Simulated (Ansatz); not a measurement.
# As2H3 (doublet): the correlation ladder at a displaced geometry (v2), cc-pVDZ

The task here is to estimate one member of a computed series from the others.

Computed with Ansatz 0.2.0, Gaussian basis. Level: cc-pVDZ, core rule «outside noble gas», up to 28 orbitals frozen.

Plan: UHF; CCSD(T) on ROHF; CCSD(T) on UHF; BCCD(T) on ROHF; CISD as a restricted active space (open shells left free, so some higher excitations enter); CCSDT(Q) on ROHF; CCSDT(Q) on UHF.

22 further runs of the same task are left out: 8 that didn't finish, 14 set aside as unsound or not needed. Runs told in other sessions of the task aren't counted.

### What is computed

The geometry is a PBE0/def2-TZVP stationary point (not a proven minimum) with its atoms shifted at random (size 0.100 Å). No spin-orbit coupling is included. The filled d shell of As may be among the frozen orbitals whatever the setting's name suggests.

5 atoms, charge 0, spin multiplicity 2.

Atoms are counted from 1 here; the program's logs count them from 0.

Bond lengths: As1–As2 2.420 Å, As1–H3 1.592 Å, As1–H4 1.599 Å, As2–H5 1.433 Å. Angles: As2–As1–H3 91.3°, As2–As1–H4 92.8°, H3–As1–H4 91.6°, As1–As2–H5 94.3°.

As a file:

```xyz
5
As2H3
As    0.12707    0.02567    1.19485
As   -0.10332   -0.03454   -1.21305
H    -1.30166    0.70931    1.35187
H    -0.50196   -1.43345    1.36951
H     0.03782    1.38339   -1.36880
```

The first run:

in.yaml

```yaml
crystal:
  periodic: [false, false, false]
  atoms:
    - {symbol: As, position_ang: [0.127071, 0.025666, 1.194853]}
    - {symbol: As, position_ang: [-0.103315, -0.034535, -1.213049]}
    - {symbol: H, position_ang: [-1.301656, 0.709309, 1.351871]}
    - {symbol: H, position_ang: [-0.501958, -1.433451, 1.369512]}
    - {symbol: H, position_ang: [0.037816, 1.383392, -1.368802]}
basis:
  gaussian: {orbitals: cc-pVDZ}
magnetization: {spin_polarized: true, initial_magnetization: 1}
hamiltonian: {xc: hf}
output: {orbitals: {seedname: orbitals}}
```

The run is started by

```
$ ansatz run in.yaml --threads 1 --pin off --events-out ev --progress --plain --max-ram 2393MiB
```

Among the steps run: UHF; CCSD(T) on ROHF; CCSD(T) on UHF; BCCD(T) on ROHF; CISD as a restricted active space (open shells left free, so some higher excitations enter); CCSDT(Q) on ROHF; CCSDT(Q) on UHF.

One table of the session follows, with a row left open; its other results are not shown here.

It belongs to the step «Misses and costs». 

```
   method  from UCCSDT(Q) (meV)
     ROHF               +6993.7
      UHF               +6882.8
     RMP2               +1323.0
     UMP2               +1332.4
     CISD                +883.0
    RCCSD                +240.7
    UCCSD                +235.6
 RCCSD(T)                 +43.8
 UCCSD(T)                 +41.5
  BCCD(T)                 +43.0
   RCCSDT                 +14.2
   UCCSDT                     ?
RCCSDT(Q)                  +3.0
UCCSDT(Q)                     0
```

Q: Estimate the row for UCCSDT from the others.

**Answer.** from UCCSDT(Q) (meV): +11.4. In the column «from UCCSDT(Q) (meV)» it lies between RCCSDT(Q) (+3.0) and RCCSDT (+14.2).

Limits of these values: Restricted and unrestricted rows rest on different reference determinants; a gap between their highest levels can come from leftover correlation error, from unlike frozen cores or from another state.
